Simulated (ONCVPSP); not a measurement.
**Indium: generating and testing an ONCV potential**

Aim: build the potential from the settings below, then test how well it stands in for the atom: other configurations, scattering, ghost states and the plane-wave cutoff that it needs.

Method: ONCVPSP 4.0.1, PBE, fully relativistic.

## Step 1: The design

The settings as typed:

| Quantity | Value |
| --- | --- |
| element | indium (In, Z = 49) |
| type | optimised norm-conserving Vanderbilt (ONCV) |
| frozen core | [Ar] 3d10 |
| valence charge | 21 |
| reference configuration | 4s2 4p6 4d10 5s2 5p1 |
| partial waves | 4s+5s: rc 1.10 bohr, ncon 4, nbas 7, qcut 8.8 1/bohr, 2 projectors; 4p+5p: rc 1.85 bohr, ncon 4, nbas 7, qcut 9.1 1/bohr, 2 projectors; 4d: rc 1.70 bohr, ncon 4, nbas 9, qcut 8.6 1/bohr, 2 projectors, debl 3.5 Ha |
| local potential | polynomial inside 0.95 bohr (lpopt 5, dvloc0 -1 Ha) |
| core correction | polynomial model core, fcfact 0.7 |

The nodes and maxima of the atom's own shells, from an earlier all-electron run, set the scale for the radii.

All-electron outer shells of the reference configuration (PBE, scalar-relativistic, ld1.x):

```json
{"shell": "3p", "level (eV)": "-649.14", "outermost node (bohr)": "0.14", "outermost maximum (bohr)": "0.31"}
{"shell": "3d", "level (eV)": "-432.71", "outermost node (bohr)": "–", "outermost maximum (bohr)": "0.26"}
{"shell": "4s", "level (eV)": "-119.66", "outermost node (bohr)": "0.41", "outermost maximum (bohr)": "0.77"}
{"shell": "4p", "level (eV)": "-78.13", "outermost node (bohr)": "0.42", "outermost maximum (bohr)": "0.82"}
{"shell": "4d", "level (eV)": "-18.62", "outermost node (bohr)": "0.40", "outermost maximum (bohr)": "0.94"}
{"shell": "5s", "level (eV)": "-8.21", "outermost node (bohr)": "1.02", "outermost maximum (bohr)": "2.16"}
{"shell": "5p", "level (eV)": "-2.52", "outermost node (bohr)": "1.14", "outermost maximum (bohr)": "2.85"}
```

## Step 2: Generating the potential

In.dat reads:

```
# ATOM AND REFERENCE CONFIGURATION
# atsym  z   nc   nv     iexc    psfile
  In 49.00    6    5        4      upf
#
#   n    l    f
    1    0    2.00
    2    0    2.00
    2    1    6.00
    3    0    2.00
    3    1    6.00
    3    2   10.00
    4    0    2.00
    4    1    6.00
    4    2   10.00
    5    0    2.00
    5    1    1.00
#
# PSEUDOPOTENTIAL AND OPTIMIZATION
# lmax
    2
#
#   l,   rc,      ep,       ncon, nbas, qcut
    0    1.10    0.00    4    7    8.80
    1    1.85    0.00    4    7    9.10
    2    1.70    0.00    4    9    8.60
#
# LOCAL POTENTIAL
# lloc, lpopt,  rc(5),   dvloc0
    4    5    0.95   -1.00
#
# VANDERBILT-KLEINMAN-BYLANDER PROJECTORs
# l, nproj, debl
    0    2    1.00
    1    2    3.20
    2    2    3.50
#
# MODEL CORE CHARGE
# icmod, fcfact, rcfact
    1    0.70    0.00
#
# LOG DERIVATIVE ANALYSIS
# epsh1, epsh2, depsh
   -6.00    5.00    0.04
#
# OUTPUT GRID
# rlmax, drl
    6.00    0.01
#
# TEST CONFIGURATIONS
# ncnf
    4
# nvcnf
#   n    l    f
    5
    4    0    2.00
    4    1    6.00
    4    2   10.00
    5    0    2.00
    5    1    0.00
#
    5
    4    0    2.00
    4    1    6.00
    4    2   10.00
    5    0    1.00
    5    1    0.00
#
    5
    4    0    2.00
    4    1    6.00
    4    2   10.00
    5    0    0.00
    5    1    0.00
#
    5
    4    0    2.00
    4    1    6.00
    4    2   10.00
    5    0    2.00
    5    1    0.50
#
```

The run is started by

```sh
$ oncvpspr.x < In.dat > In.out
```

What does the calculation give? Wanted: cutoffs for 1 and 0.1 mHa per electron, occupied waves; bound ghosts; GHOST(+) flags; largest test error; largest phase difference near zero energy, channels read; rms error of d²Exc/dn², without and with the model core.

The runs gave:

```
                                                quantity                                                 value
  cutoffs for 1 and 0.1 mHa per electron, occupied waves                                       39 Ha and 95 Ha
                                            bound ghosts                                            none found
                                          GHOST(+) flags                                           s at 272 eV
                            largest test error (AE − PS)  +0.4 meV, for 4s2 4p6 4d10 5s1 5p0 (1 test unsolved)
largest phase difference near zero energy, channels read                                             0.000 rad
 rms error of d²Exc/dn², without and with the model core                                     5.62 and 3.80 mHa
```

**Reading.** The worst unpolarised test, 4s2 4p6 4d10 5s1 5p0, is off by 0.4 meV on 24.6 eV; by total energies transferability rates as very good where solved. Of the tests 1 gave no usable energy difference, which is a warning in itself. By its cutoff, 39 Ha for the looser tolerance, it is hard. It is free of bound ghosts as far as tested. Near zero energy the phases of the channels with partial waves agree within 0.001 rad. The program also flags highly localised states, GHOST(+) (s). These are tests on the free atom; a crystal test is still owed.
